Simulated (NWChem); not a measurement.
**BBr3 (boron tribromide): HF/6-31G(d) (spherical functions)**

Wanted: a structure relaxation of BBr3 (boron tribromide). 

Program for the calculation: NWChem 7.3.0.

## Step 1: The structure to begin with

BBr3: 4 atoms, total charge 0, spin state singlet. As SMILES, `BrB(Br)Br`. Geometry: relaxed at PBE0-D4/def2-TZVP. The run starts from this shape.

Bond lengths: Br1–B2 1.896 Å, B2–Br3 1.896 Å, B2–Br4 1.896 Å. Angles: Br1–B2–Br3 120.0°, Br1–B2–Br4 120.0°, Br3–B2–Br4 120.0°.

## Step 2: A geometry optimisation at HF/6-31G(d) (spherical functions)

File bbr3.nw:

```
start bbr3
memory stack 880 mb heap 220 mb global 1100 mb
geometry units angstrom
Br      -1.541210      -0.941020       0.579090
B        0.000010       0.000000       0.000000
Br       1.704030      -0.448850       0.700740
Br      -0.162830       1.389870      -1.279830
end
basis spherical bse
* library 6-31G*
end
scf
thresh 1e-07
maxiter 80
print low
end
driver
maxiter 60
end
freq
temp 3 298.15 400 700
end
task scf optimize
task scf frequencies
```

Command:

```sh
$ nwchem bbr3.nw > bbr3.out
```

Standard output:

```text
Northwest Computational Chemistry Package (NWChem) 7.3.0
             --------------------------------------------------------

           Job information
           ---------------

    nwchem branch   = 7.3.0
    use scalapack   = T
    input           = bbr3.nw
    prefix          = bbr3.
    data base       = ./bbr3.db
    status          = startup
    nproc           =        1

           Memory information
           ------------------

    heap     =     28835838 doubles =      220.0 Mbytes
    stack    =    115343355 doubles =      880.0 Mbytes
    global   =    144179200 doubles =     1100.0 Mbytes (distinct from heap & stack)
    total    =    288358393 doubles =     2200.0 Mbytes
    verify   = yes
    hardfail = no

           Directory information
           ---------------------

  0 permanent = .
  0 scratch   = .

                                NWChem Input Module
                                -------------------

 Scaling coordinates for geometry "geometry" by  1.889725989
 (inverse scale =  0.529177249)

 C3H symmetry detected

          ------
          auto-z
          ------
  Looking for out-of-plane bends
  no constraints, skipping    0.0000000000000000
  no constraints, skipping    0.0000000000000000

                             Geometry "geometry" -> ""
                             -------------------------

 Output coordinates in angstroms (scale by  1.889725989 to convert to a.u.)

  No.       Tag          Charge          X              Y              Z
 ---- ---------------- ---------- -------------- -------------- --------------
    1 Br                  35.0000    -1.87132838     0.30714851     0.00000000
    2 B                    5.0000     0.00000000    -0.00000000     0.00000000
    3 Br                  35.0000     0.66966578    -1.77419217     0.00000000
    4 Br                  35.0000     1.20166260     1.46704366     0.00000000

      Atomic Mass
      -----------

      Br                79.916500
      B                 11.009310

 Effective nuclear repulsion energy (a.u.)     738.5732363598

            Nuclear Dipole moment (a.u.)
            ----------------------------
        X                 Y               Z
 ---------------- ---------------- ----------------
     0.0000000000    -0.0000000000     0.0000000000

      Symmetry information
      --------------------

 Group name             C3h
 Group number             22
 Group order               6
 No. of unique centers     2

      Symmetry unique atoms

     1    2

                                Z-matrix (autoz)
                                --------

 Units are Angstrom for bonds and degrees for angles

      Type          Name      I     J     K     L     M      Value
      ----------- --------  ----- ----- ----- ----- ----- ----------
    1 Stretch                  1     2                       1.89637
    2 Stretch                  2     3                       1.89637
    3 Stretch                  2     4                       1.89637
    4 Bend                     1     2     3               120.00000
    5 Bend                     1     2     4               120.00000
    6 Bend                     3     2     4               120.00000
    7 Torsion                  1     2     3     4         180.00000
    8 Torsion                  1     2     4     3        -180.00000
    9 Torsion                  3     2     1     4        -180.00000
   10 Torsion                  1     4     2     3         180.00000
   11 Torsion                  3     1     2     4         180.00000
   12 Torsion                  1     3     2     4        -180.00000

            XYZ format geometry
            -------------------
     4
 geometry
 Br                   -1.87132838     0.30714851     0.00000000
 B                     0.00000000    -0.00000000     0.00000000
 Br                    0.66966578    -1.77419217     0.00000000
 Br                    1.20166260     1.46704366     0.00000000

 ==============================================================================
                                internuclear distances
 ------------------------------------------------------------------------------
       center one      |      center two      | atomic units |  angstroms
 ------------------------------------------------------------------------------
    2 B                |   1 Br               |     3.58362  |     1.89637
    3 Br               |   2 B                |     3.58362  |     1.89637
    4 Br               |   2 B                |     3.58362  |     1.89637
 ------------------------------------------------------------------------------
                         number of included internuclear distances:          3
 ==============================================================================

 ==============================================================================
                                 internuclear angles
 ------------------------------------------------------------------------------
        center 1       |       center 2       |       center 3       |  degrees
 ------------------------------------------------------------------------------
    1 Br               |   2 B                |   3 Br               |   120.00
    1 Br               |   2 B                |   4 Br               |   120.00
    3 Br               |   2 B                |   4 Br               |   120.00
 ------------------------------------------------------------------------------
                            number of included internuclear angles:          3
 ==============================================================================

[... 66 lines left out ...]
            Nuclear Dipole moment (a.u.)
[... 50 lines left out ...]
         Total SCF energy =  -7741.091830973247
[... 1 line left out ...]
      Two-electron energy =   3772.645421468784
[... 18 lines left out ...]
@ ---- ---------------- -------- -------- -------- -------- -------- --------
[... 37 lines left out ...]
       Final RHF  results
[... 3 lines left out ...]
      One-electron energy = -12246.271615509640
[... 1 line left out ...]
 Nuclear repulsion energy =    735.559826199477
[... 5 lines left out ...]
 new step= 1.70                   predicted energy=  -7741.092082
[... 65 lines left out ...]
       Final RHF  results
[... 3 lines left out ...]
      One-electron energy = -12242.087418206269
[... 1 line left out ...]
 Nuclear repulsion energy =    733.472023257795
[... 56 lines left out ...]
       Final RHF  results
[... 3 lines left out ...]
      One-electron energy = -12241.906211180123
[... 1 line left out ...]
 Nuclear repulsion energy =    733.381607975745
[... 5 lines left out ...]
 new step= 1.00                   predicted energy=  -7741.092084
[... 61 lines left out ...]
  The SCF is already converged
[... 18 lines left out ...]
@    2   -7741.09208440 -8.2D-08  0.00000  0.00000  0.00022  0.00044     78.3
[... 20 lines left out ...]
@    2   -7741.09208440 -8.2D-08  0.00000  0.00000  0.00022  0.00044     78.3
[... 53 lines left out ...]
                Final and change from initial internal coordinates
[... 73 lines left out ...]
         Total SCF energy =  -7741.092084364603
[... 1 line left out ...]
      Two-electron energy =   3767.432519722293
[... 11 lines left out ...]
 stpr_wrt_fd_dipole: overwrite of existing file./bbr3.fd_ddipole
[... 37 lines left out ...]
 stpr_wrt_fd_dipole: overwrite of existing file./bbr3.fd_ddipole
[... 3 lines left out ...]
 X vector of derivative dipole (au) [debye/angstrom]
[... 1 line left out ...]
 d_dipole_x/<atom=   1,y> =     0.1388     [    0.6668]
[... 1 line left out ...]
 d_dipole_x/<atom=   2,x> =     1.9267     [    9.2542]
[... 1 line left out ...]
 d_dipole_x/<atom=   2,z> =    -0.0000     [   -0.0000]
[... 1 line left out ...]
 d_dipole_x/<atom=   3,y> =     0.2870     [    1.3783]
[... 1 line left out ...]
 d_dipole_x/<atom=   4,x> =    -0.5567     [   -2.6739]
[... 1 line left out ...]
 d_dipole_x/<atom=   4,z> =    -0.0000     [   -0.0000]
[... 2 lines left out ...]
 d_dipole_y/<atom=   1,x> =     0.1388     [    0.6668]
[... 1 line left out ...]
 d_dipole_y/<atom=   1,z> =    -0.0000     [   -0.0000]
[... 1 line left out ...]
 d_dipole_y/<atom=   2,y> =     1.9267     [    9.2542]
[... 1 line left out ...]
 d_dipole_y/<atom=   3,x> =     0.2870     [    1.3783]
[... 1 line left out ...]
 d_dipole_y/<atom=   3,z> =    -0.0000     [   -0.0000]
[... 1 line left out ...]
 d_dipole_y/<atom=   4,y> =    -0.7277     [   -3.4955]
[... 2 lines left out ...]
 Z vector of derivative dipole (au) [debye/angstrom]
[... 1 line left out ...]
 d_dipole_z/<atom=   1,y> =    -0.0000     [   -0.0000]
[... 1 line left out ...]
 d_dipole_z/<atom=   2,x> =    -0.0000     [   -0.0000]
[... 1 line left out ...]
 d_dipole_z/<atom=   2,z> =     0.2715     [    1.3041]
[... 1 line left out ...]
 d_dipole_z/<atom=   3,y> =    -0.0000     [   -0.0000]
[... 1 line left out ...]
 d_dipole_z/<atom=   4,x> =    -0.0000     [   -0.0000]
[... 1 line left out ...]
 d_dipole_z/<atom=   4,z> =    -0.0905     [   -0.4347]
[... 60 lines left out ...]
 Normal Eigenvalue ||         Derivative Dipole Moments (debye/angs)
[... 9 lines left out ...]
 ----------------------------------------------------------------------------
 Normal Eigenvalue ||                 Infra Red Intensities
  Mode   [cm**-1]  || [atomic units] [(debye/angs)**2] [(KM/mol)] [arbitrary]
 ------ ---------- || -------------- ----------------- ---------- -----------
    1       -0.544 ||    0.000000           0.000         0.000       0.000
    2       -0.536 ||    0.000000           0.000         0.000       0.000
    3       -0.536 ||    0.000000           0.000         0.000       0.000
[... 8 lines of this table left out ...]
   12      859.653 ||    0.359509           8.294       350.467      59.384
 ----------------------------------------------------------------------------

        Vibrational analysis via the FX method
  --- with translations and rotations projected out ---
  --- via the Eckart algorithm                      ---
 Projected Nuclear Hessian trans-rot subspace norm:2.9914D-34
                         (should be close to zero!)

          --------------------------------------------------------
          MASS-WEIGHTED PROJECTED HESSIAN (Hartree/Bohr/Bohr/Kamu)
          --------------------------------------------------------

               1            2            3            4            5            6            7            8            9           10
   ----- ----- ----- ----- -----
    1    2.59900D+00
    2   -3.67527D-01  4.20131D-01
    3    8.73960D-14 -1.66586D-14  9.35128D-02
    4   -5.57133D+00  7.92869D-01 -4.51489D-14  2.60353D+01
[... 7 lines of this table left out ...]
   12    8.73960D-14 -1.66586D-14  9.35128D-02 -4.51489D-14  7.48929D-14 -7.55841D-01 -1.99571D-14  5.61838D-14  9.35128D-02 -5.06815D-14

              11           12
   ----- ----- ----- ----- -----
   11    1.73599D+00
   12   -6.73224D-14  9.35128D-02

 center of mass
 --------------
 x =  -0.00000000 y =  -0.00000000 z =   0.00000000

 moments of inertia (a.u.)
 ------------------
        1561.340214865299           0.000000000000           0.000000000000
           0.000000000000        1561.340214865299           0.000000000000
           0.000000000000           0.000000000000        3122.680429730598

 Rotational Constants
 --------------------
 A=   0.038557 cm-1  (  0.055473 K)
 B=   0.038557 cm-1  (  0.055473 K)
 C=   0.019278 cm-1  (  0.027737 K)

 Temperature                      =   298.15K
 frequency scaling parameter      =   1.0000

 Zero-Point correction to Energy  =    3.922 kcal/mol  (  0.006251 au)
 Thermal correction to Energy     =    7.018 kcal/mol  (  0.011183 au)
 Thermal correction to Enthalpy   =    7.610 kcal/mol  (  0.012127 au)

 Total Entropy                    =   78.426 cal/mol-K
   - Translational                =   42.439 cal/mol-K (mol. weight = 250.7588)
   - Rotational                   =   28.215 cal/mol-K (symmetry #  =        3)
   - Vibrational                  =    7.773 cal/mol-K

 Cv (constant volume heat capacity) =   13.985 cal/mol-K
   - Translational                  =    2.979 cal/mol-K
   - Rotational                     =    2.979 cal/mol-K
   - Vibrational                    =    8.026 cal/mol-K

 Temperature                      =   400.00K
 frequency scaling parameter      =   1.0000

 Zero-Point correction to Energy  =    3.922 kcal/mol  (  0.006251 au)
 Thermal correction to Energy     =    8.508 kcal/mol  (  0.013558 au)
 Thermal correction to Enthalpy   =    9.302 kcal/mol  (  0.014824 au)

 Total Entropy                    =   83.301 cal/mol-K
   - Translational                =   43.899 cal/mol-K (mol. weight = 250.7588)
   - Rotational                   =   29.090 cal/mol-K (symmetry #  =        3)
   - Vibrational                  =   10.312 cal/mol-K

 Cv (constant volume heat capacity) =   15.189 cal/mol-K
   - Translational                  =    2.979 cal/mol-K
   - Rotational                     =    2.979 cal/mol-K
   - Vibrational                    =    9.230 cal/mol-K

 Temperature                      =   700.00K
 frequency scaling parameter      =   1.0000

 Zero-Point correction to Energy  =    3.922 kcal/mol  (  0.006251 au)
 Thermal correction to Energy     =   13.351 kcal/mol  (  0.021276 au)
 Thermal correction to Enthalpy   =   14.741 kcal/mol  (  0.023491 au)

 Total Entropy                    =   93.406 cal/mol-K
   - Translational                =   46.677 cal/mol-K (mol. weight = 250.7588)
   - Rotational                   =   30.758 cal/mol-K (symmetry #  =        3)
   - Vibrational                  =   15.971 cal/mol-K

 Cv (constant volume heat capacity) =   16.778 cal/mol-K
   - Translational                  =    2.979 cal/mol-K
   - Rotational                     =    2.979 cal/mol-K
   - Vibrational                    =   10.819 cal/mol-K

          -------------------------------------------------
          NORMAL MODE EIGENVECTORS IN CARTESIAN COORDINATES
          -------------------------------------------------
             (Projected Frequencies expressed in cm-1)

                    1           2           3           4           5           6

 P.Frequency       -0.00       -0.00       -0.00       -0.00        0.00        0.00

           1     0.00000     0.00000    -0.00581     0.00000     0.06176    -0.01577
[... 10 lines of this table left out ...]
          12     0.11103     0.00000     0.00000    -0.00165     0.00000     0.00000

                    7           8           9          10          11          12

 P.Frequency      161.70      161.70      291.52      410.91      859.65      859.65

           1    -0.01610     0.05944    -0.06373     0.00000     0.02366     0.00127
[... 10 lines of this table left out ...]
          12     0.00000     0.00000     0.00000    -0.01353     0.00000     0.00000

 ----------------------------------------------------------------------------
 Normal Eigenvalue ||    Projected Derivative Dipole Moments (debye/angs)
  Mode   [cm**-1]  ||      [d/dqX]             [d/dqY]           [d/dqZ]
 ------ ---------- || ------------------ ------------------ -----------------
    1       -0.000 ||      -0.000               0.000            -0.000
    2       -0.000 ||       0.000              -0.000            -0.000
    3       -0.000 ||       0.000              -0.000             0.000
[... 8 lines of this table left out ...]
   12      859.653 ||      -0.566              -2.824            -0.000
 ----------------------------------------------------------------------------

 ----------------------------------------------------------------------------
 Normal Eigenvalue ||           Projected Infra Red Intensities
  Mode   [cm**-1]  || [atomic units] [(debye/angs)**2] [(KM/mol)] [arbitrary]
 ------ ---------- || -------------- ----------------- ---------- -----------
    1       -0.000 ||    0.000000           0.000         0.000       0.000
    2       -0.000 ||    0.000000           0.000         0.000       0.000
    3       -0.000 ||    0.000000           0.000         0.000       0.000
[... 8 lines of this table left out ...]
   12      859.653 ||    0.359509           8.294       350.467      59.384
 ----------------------------------------------------------------------------

 vib:animation  F

 Task  times  cpu:       97.4s     wall:       97.4s
 Total times  cpu:      175.7s     wall:      175.7s
```

It took 2.9 min on 1 thread of AMD EPYC 7B13 (Zen 3), shared host; peak memory 0.15 GiB.

The path in brief:

```
step  energy from the first frame kept (eV)
   0                                 0.0000
   1                                -0.0069
   2                                -0.0069
```

After the run. Bond lengths: Br1–B2 1.910 Å, B2–Br3 1.910 Å, B2–Br4 1.910 Å. Angles: Br1–B2–Br3 120.0°, Br1–B2–Br4 120.0°, Br3–B2–Br4 120.0°.

## Step 3: Summary of results

At HF/6-31G* (spherical functions):

```
                   quantity           value
    total energy at the end  -7741.09208 Eh
 lowest harmonic wavenumber        162 cm⁻¹
highest harmonic wavenumber        860 cm⁻¹
          zero-point energy     16.4 kJ/mol
```

**Reading.** At the final geometry: Bond lengths: Br1–B2 1.910 Å, B2–Br3 1.910 Å, B2–Br4 1.910 Å. Angles: Br1–B2–Br3 120.0°, Br1–B2–Br4 120.0°, Br3–B2–Br4 120.0°. The program took a symmetry number of 3 where this shape has 6, so the entropy in its output is too high by R ln(6/3) = 1.38 cal/(mol K). All 6 modes are real, so the shape is a minimum at this level. The optimisation took 3 steps and changed the energy by -0.007 eV.
